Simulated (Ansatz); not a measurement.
# CH5ClFGaSi: how energies converge with the basis set

One table from this session's results is given with a row withheld; the runs are named, their logs left out.

Method: one geometry, several basis sets; program: Ansatz 0.2.0, Gaussian basis.

The runs, in order: PBE0-D4/def2-SVP; ωB97M-V/def2-SVP; PBE0-D4/def2-QZVPP; ωB97M-V/def2-QZVPP; the functionals' def2-TZVPP values are taken from earlier runs.

## The relaxed structure

The geometry comes from an earlier relaxation with PBE0-D4 in a triple-zeta def2 set; it is a stationary point, not always the lowest conformer.

SMILES `F[CH2][GaH][SiH2]Cl`, 10 atoms, charge 0, spin multiplicity 1.

Atoms are counted from 1 here; the program's logs count them from 0.

Bond lengths: F1–C2 1.391 Å, C2–Ga3 1.991 Å, C2–H6 1.097 Å, C2–H7 1.097 Å, Ga3–Si4 2.414 Å, Ga3–H8 1.573 Å, Si4–Cl5 2.080 Å, Si4–H9 1.485 Å, Si4–H10 1.486 Å. Angles: F1–C2–Ga3 111.8°, F1–C2–H6 108.1°, F1–C2–H7 108.1°, Ga3–C2–H6 110.8°, Ga3–C2–H7 111.0°, H6–C2–H7 106.9°, C2–Ga3–Si4 118.9°, C2–Ga3–H8 118.2°, Si4–Ga3–H8 122.7°, Ga3–Si4–Cl5 102.9°, Ga3–Si4–H9 115.5°, Ga3–Si4–H10 115.4°, Cl5–Si4–H9 107.3°, Cl5–Si4–H10 106.9°, H9–Si4–H10 108.2°.

Set-up of the first run:

in.yaml

```yaml
crystal:
  periodic: [false, false, false]
  atoms:
    - {symbol: F, position_ang: [-1.662940, 0.245079, 1.490994]}
    - {symbol: C, position_ang: [-0.328057, 0.149938, 1.871418]}
    - {symbol: Ga, position_ang: [0.855068, -0.259220, 0.322757]}
    - {symbol: Si, position_ang: [-0.087309, -0.255713, -1.899949]}
    - {symbol: Cl, position_ang: [0.060915, 1.741429, -2.462543]}
    - {symbol: H, position_ang: [-0.039108, 1.097676, 2.341419]}
    - {symbol: H, position_ang: [-0.248382, -0.625310, 2.642806]}
    - {symbol: H, position_ang: [2.391115, -0.464608, 0.593230]}
    - {symbol: H, position_ang: [-1.520440, -0.633511, -1.986491]}
    - {symbol: H, position_ang: [0.662138, -1.046960, -2.910641]}
basis:
  gaussian: {orbitals: def2-SVP}
hamiltonian: {xc: pbe0, dispersion: d4}
output: {orbitals: {seedname: orbitals}}
```

Steps of the session up to this table: PBE0-D4 in def2-SVP; ωB97M-V in def2-SVP; PBE0-D4 in def2-QZVPP; ωB97M-V in def2-QZVPP.

One table of the session follows, with a row left open; its other results are not shown here.

It belongs to the step «Density functionals: the series». 

| functional | basis | HOMO (eV) | LUMO (eV) |
| --- | --- | --- | --- |
| PBE0-D4 | def2-SVP | ? | ? |
| PBE0-D4 | def2-TZVPP | -7.47 | -2.25 |
| PBE0-D4 | def2-QZVPP | -7.49 | -2.28 |
| ωB97M-V | def2-SVP | -9.43 | -0.44 |
| ωB97M-V | def2-TZVPP | -9.51 | -0.52 |
| ωB97M-V | def2-QZVPP | -9.54 | -0.63 |

**Question.** Estimate the row for PBE0-D4, def2-SVP.

**Answer.** HOMO (eV): -7.41; LUMO (eV): -2.20. In the column «HOMO (eV)» it is the highest.
